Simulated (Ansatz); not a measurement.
**BrH4InN2: up Jacob's ladder to CCSD(T)**

An exercise on one series of results from a longer session: the logs are not shown, and one member is left open.

Method: functionals in def2-TZVPP, the program's frozen cores in correlated methods; program: Ansatz 0.2.0, Gaussian basis.

The runs, in order: LDA (SPW92), PBE-D4, revPBE-D4, BLYP-D4, r2SCAN-D4, B97M-V, PBE0-D4, B3LYP-D4, r2SCANh-D4, r2SCAN0-D4, HSE06-D4, BHLYP-D4, CAM-B3LYP-D4, LC-ωPBE, ωB97X-V, ωB97M-V, B2PLYP, PBE-QIDH; CCSD(T)/def2-SVP; CCSD(T)/def2-TZVPP; MP2/def2-QZVPP; extrapolation to the limit; RPA on PBE.

1 further run of the same task is left out (for a known fault of the program).

### Structure used throughout

An earlier PBE0-D4 in a triple-zeta def2 set relaxation fixed the geometry. In takes the def2 core potential; no spin-orbit term is included.

SMILES `[NH2][In]([NH2])[Br]`, 8 atoms, charge 0, spin multiplicity 1.

Atoms are counted from 1 here; the program's logs count them from 0.

Bond lengths: N1–In2 2.010 Å, N1–H5 1.010 Å, N1–H6 1.010 Å, In2–N3 2.010 Å, In2–Br4 2.474 Å, N3–H7 1.010 Å, N3–H8 1.010 Å. Angles: In2–N1–H5 114.7°, In2–N1–H6 117.0°, H5–N1–H6 109.1°, N1–In2–N3 127.7°, N1–In2–Br4 115.6°, N3–In2–Br4 115.6°, In2–N3–H7 114.7°, In2–N3–H8 117.0°, H7–N3–H8 109.1°.

Set-up of the first run:

in.yaml

```yaml
crystal:
  periodic: [false, false, false]
  atoms:
    - {symbol: N, position_ang: [-0.806918, 1.671640, 0.052364]}
    - {symbol: In, position_ang: [-0.187457, -0.199516, -0.342154]}
    - {symbol: N, position_ang: [0.818531, -1.443164, 0.875185]}
    - {symbol: Br, position_ang: [-1.147923, -1.237115, -2.372700]}
    - {symbol: H, position_ang: [-1.123111, 2.190585, -0.754911]}
    - {symbol: H, position_ang: [-0.188237, 2.254429, 0.598480]}
    - {symbol: H, position_ang: [1.200058, -2.261222, 0.421102]}
    - {symbol: H, position_ang: [1.527158, -1.032736, 1.466835]}
basis:
  gaussian: {orbitals: def2-TZVPP}
hamiltonian: {xc: lda}
output: {orbitals: {seedname: orbitals}}
```

Launch:

```sh
> ansatz run in.yaml --threads 2 --pin off --events-out ev --progress --plain --max-ram 32768MiB --backend cpu
```

Steps of the session up to this table: LDA; PBE-D4 (GGA); revPBE-D4 (GGA); BLYP-D4 (GGA); r2SCAN-D4 (meta-GGA); B97M-V (meta-GGA); PBE0-D4 (hybrid); B3LYP-D4 (hybrid); r2SCANh-D4 (hybrid); r2SCAN0-D4 (hybrid); HSE06-D4 (hybrid); BHLYP-D4 (hybrid); CAM-B3LYP-D4 (range-separated); LC-ωPBE (range-separated); ωB97X-V (range-separated); ωB97M-V (range-separated); B2PLYP (double hybrid); PBE-QIDH (double hybrid).

One of the session's tables, all rows but one given; the rest of the session is left out.

It belongs to the step «Orbital energies across the functionals». 

| functional | HOMO (eV) | LUMO (eV) | gap (eV) |
| --- | --- | --- | --- |
| LDA (SPW92) | -6.17 | -2.51 | 3.66 |
| PBE-D4 | -5.97 | -2.24 | 3.73 |
| revPBE-D4 | -5.89 | -2.13 | 3.77 |
| BLYP-D4 | -5.84 | -2.22 | 3.62 |
| r2SCAN-D4 | -6.26 | -2.01 | 4.25 |
| B97M-V | -6.28 | -2.12 | 4.16 |
| PBE0-D4 | -7.34 | -1.40 | 5.94 |
| B3LYP-D4 | -7.09 | -1.72 | 5.37 |
| r2SCANh-D4 | -6.77 | -1.71 | 5.07 |
| r2SCAN0-D4 | -7.55 | -1.26 | 6.29 |
| HSE06-D4 | -6.93 | -1.77 | 5.17 |
| BHLYP-D4 | -8.61 | -0.64 | 7.97 |
| CAM-B3LYP-D4 | ? | ? | ? |
| LC-ωPBE | -10.16 | 0.72 | 10.88 |
| ωB97X-V | -9.77 | 0.55 | 10.31 |
| ωB97M-V | -9.67 | 0.33 | 10.00 |

Q: Estimate the row for CAM-B3LYP-D4 from the others.

As computed: HOMO (eV): -8.75; LUMO (eV): -0.52; gap (eV): 8.23. In the column «HOMO (eV)» it lies between ωB97M-V (-9.67) and BHLYP-D4 (-8.61).
